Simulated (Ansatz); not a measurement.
Working through a short molecular-dynamics run of CH4OSSi, SMILES O=CS[SiH3]

With Ansatz 0.2.0, Python API.

At the Python prompt:
```pycon
>>> import ansatz as az
>>> import numpy as np
>>> params = {
...     "basis": "def2-SVP",
...     "xc": "blyp",
...     "n_steps": 20,
...     "temperature_k": 500,
... }
>>> GEOMETRY = """
... O     1.55180   -0.90150    0.88990
... C     1.70260    0.17890    0.26190
... S     0.43240    1.07660   -0.59940
... Si   -1.22040   -0.07440   -0.24650
... H     2.71620    0.61740    0.19010
... H    -1.59380   -0.12360    1.20850
... H    -1.10760   -1.43640   -0.82670
... H    -2.38910    0.60580   -0.93360
... """
>>> system = az.Crystal.molecule()
>>> for line in GEOMETRY.strip().splitlines():
...     symbol, *xyz = line.split()
...     system = system.atom(symbol, [float(v) for v in xyz])
...
>>> calculation = system.calculation()
>>> calculation = calculation.basis(gaussian=params["basis"])
>>> calculation = calculation.functional(params["xc"])
>>> symbols = [site.symbol for site in system.cartesian_sites]
>>> start = np.array([site.position_ang for site in system.cartesian_sites], dtype=float)
>>> r = calculation.relax(force_tolerance=0.02, max_steps=100).run().report

>>> end = np.array(r["positions_ang"])
>>> minimum = az.Crystal.molecule()
>>> for symbol, place in zip(symbols, end):
...     minimum = minimum.atom(symbol, place.tolist())
...
>>> # dynamics from the relaxed geometry
>>> calculation = (
...     minimum.calculation()
...     .basis(gaussian=params["basis"])
...     .functional(params["xc"])
...     .md("nvt_langevin", timestep=0.25, steps=params["n_steps"], temperature=params["temperature_k"], initial_velocities="maxwell_boltzmann", seed=15, friction=0.05)
... )
>>> frames = []
>>> outcome = calculation.session().plan().execute(on_event=lambda e: frames.append(e["data"]) if e["event"] == "md_step" else None)
>>> print("t (fs)   E_pot (eV)      E_kin (eV)   T (K)   d(0-1) (A)")
t (fs)   E_pot (eV)      E_kin (eV)   T (K)   d(0-1) (A)
>>> for f in frames[::2]:
...     xyz = np.array(f["positions_ang"])
...     print(f"{f['time_fs']:6.2f} {f['lagrangian_ev']:14.5f} {f['e_kin_ev']:10.5f} {f['temperature_k']:8.1f} {np.linalg.norm(xyz[0] - xyz[1]):9.4f}")
...
  0.00   -21853.17334    0.45241    437.5    1.2142
  0.50   -21853.16967    0.37489    362.5    1.2090
  1.00   -21853.16084    0.30616    296.1    1.2041
  1.50   -21853.14867    0.36831    356.2    1.1994
  2.00   -21853.13388    0.32754    316.7    1.1947
  2.50   -21853.11705    0.27946    270.3    1.1905
  3.00   -21853.09752    0.23330    225.6    1.1857
  3.50   -21853.07643    0.27616    267.1    1.1805
  4.00   -21853.06045    0.24695    238.8    1.1759
  4.50   -21853.04595    0.25545    247.0    1.1717
  5.00   -21853.03199    0.31395    303.6    1.1683
>>> print("mean temperature", round(float(np.mean([f["temperature_k"] for f in frames])), 1), "K")
mean temperature 297.9 K
>>> symbols = [site.symbol for site in system.cartesian_sites]
>>> with open("last_frame.xyz", "w") as handle:
...     handle.write(f"{len(symbols)}\nt = {frames[-1]['time_fs']} fs\n")
...     handle.writelines("{:2s} {:10.5f} {:10.5f} {:10.5f}\n".format(s, *xyz) for s, xyz in zip(symbols, frames[-1]["positions_ang"]))
...
13
```

It writes `last_frame.xyz`:
```text
8
t = 5.0 fs
O     1.45535   -0.84793    0.89008
C     1.73712    0.11904    0.29810
S     0.51508    1.15470   -0.65643
Si   -1.28748   -0.11284   -0.23339
H     2.79144    0.47932    0.16135
H    -1.63771   -0.21433    1.23473
H    -1.16907   -1.47377   -0.78371
H    -2.33265    0.61692   -1.00130
```

What to keep in mind:
- These settings explore the input space; basis and method may be short of convergence.
- The trajectory is only some femtoseconds long, so its temperature is not equilibrated; where the script doesn't relax first, it starts from a rough generated geometry.
- The printed temperature counts all 3N degrees of freedom under Langevin dynamics, so the first row lies under the target.
- Hardware and time: 79 s on 1 thread of Arm Neoverse V1 (shared host), peak memory 0.22 GiB.

(Lines on the test bed's own set-up are left out of the output.)
